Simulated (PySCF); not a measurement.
# C2H7ClSi2: the cost of one run

Programs: PySCF 2.14.0, with density-fitted response routines of our own. Each step states its level of theory. These are calculated values for one molecule in the gas phase, unless marked as measured. Atoms are numbered from 0 throughout.

## Step 1: Starting geometry

12 atoms, charge 0, multiplicity 1; geometry from: GFN2-xTB. The atoms were then displaced at random by about 0.01 Å, so the start is not that level's minimum.

Bonds of the start (Å): Cl0–C1 1.81, C1–Si2 1.92, Si2–C3 1.89, C3–Si4 1.95, Si4–C1 1.93, C1–H5 1.09, Si2–H6 1.48, Si2–H7 1.49, C3–H8 1.07, C3–H9 1.10, Si4–H10 1.45, Si4–H11 1.46.

## Step 2: Optimising the geometry at PBE0-D3(BJ)/def2-SVP

The job: settings as JSON, then the geometry in Å.

```
{"job": {"xc": "PBE0", "basis": "def2-SVP", "d3": "d3bj", "grid": 1, "shake": 0.01, "kind": "geom"}, "charge": 0, "multiplicity": 1}
Cl    -0.200910    -2.759560     0.362550
C     -0.011190    -1.179140    -0.501940
Si     1.366080    -0.035240     0.197070
C      0.066460     1.322880     0.351830
Si    -1.387820     0.133630    -0.185510
H      0.118210    -1.444260    -1.548370
H      1.930190    -0.509010     1.477630
H      2.472560     0.251130    -0.756880
H      0.176830     2.167170    -0.298110
H     -0.079240     1.741440     1.360120
H     -2.123840     0.527190    -1.373160
H     -2.287630    -0.244500     0.905740
```

Run with:

```
$ OMP_NUM_THREADS=1 python probes_run.py task.json out
```

This one command runs all jobs of the session in turn.

Q: Estimate the wall time and peak memory of this first job on 1 thread of Intel Xeon Platinum 8259CL at 2.50GHz, shared host.

About 2.2 min, with a peak of 0.49 GiB.
